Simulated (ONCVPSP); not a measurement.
# Co: the cost of one run

Method: ONCVPSP 4.0.1.1 (patched build), PBE, scalar-relativistic.

## Step 1: Starting point

Typed settings, in words:

```json
{
  "element": "cobalt (Co, Z = 27)",
  "type": "optimised norm-conserving Vanderbilt (ONCV)",
  "frozen core": "[Ne]",
  "valence charge": "17",
  "reference configuration": "3s2 3p6 3d7 4s2",
  "partial waves": "3s+4s: rc 1.55 bohr, ncon 5, nbas 8, qcut 8 1/bohr, 2 projectors; 3p: rc 1.25 bohr, ncon 4, nbas 7, qcut 13.7 1/bohr, 2 projectors, debl 2.7 Ha; 3d: rc 0.80 bohr, ncon 4, nbas 7, qcut 14.1 1/bohr, 2 projectors, debl 1 Ha",
  "local potential": "polynomial inside 0.75 bohr (lpopt 4, dvloc0 3 Ha)",
  "core correction": "not asked for"
}
```

The outer shells as boxes (Hund's rule for the drawing; the calculation is spin-unpolarised):

```
[Ne] core
3s [↑↓]
3p [↑↓][↑↓][↑↓]
3d [↑↓][↑↓][↑ ][↑ ][↑ ]
4s [↑↓]
```

## Step 2: Generating the potential

Co.dat

```
# ATOM AND REFERENCE CONFIGURATION
# atsym  z   nc   nv     iexc    psfile
  Co 27.00    3    4        4      upf
#
#   n    l    f
    1    0    2.00
    2    0    2.00
    2    1    6.00
    3    0    2.00
    3    1    6.00
    3    2    7.00
    4    0    2.00
#
# PSEUDOPOTENTIAL AND OPTIMIZATION
# lmax
    2
#
#   l,   rc,      ep,       ncon, nbas, qcut
    0    1.55    0.00    5    8    8.00
    1    1.25    0.00    4    7   13.70
    2    0.80    0.00    4    7   14.10
#
# LOCAL POTENTIAL
# lloc, lpopt,  rc(5),   dvloc0
    4    4    0.75    3.00
#
# VANDERBILT-KLEINMAN-BYLANDER PROJECTORs
# l, nproj, debl
    0    2    0.50
    1    2    2.70
    2    2    1.00
#
# MODEL CORE CHARGE
# icmod, fcfact, rcfact
    0    0.00    0.00
#
# LOG DERIVATIVE ANALYSIS
# epsh1, epsh2, depsh
   -5.00    5.00    0.04
#
# OUTPUT GRID
# rlmax, drl
    6.00    0.01
#
# TEST CONFIGURATIONS
# ncnf
    4
# nvcnf
#   n    l    f
    4
    3    0    2.00
    3    1    6.00
    3    2    7.00
    4    0    1.00
#
    4
    3    0    2.00
    3    1    6.00
    3    2    7.00
    4    0    0.00
#
    4
    3    0    2.00
    3    1    6.00
    3    2    6.00
    4    0    0.00
#
    4
    3    0    2.00
    3    1    6.00
    3    2    8.00
    4    0    0.00
#
```

The run is started by

```sh
$ oncvpsp.x < Co.dat > Co.out
```

**Question.** How long does this run take on 1 thread of Neoverse-N1, shared host?

About 4.9 s.
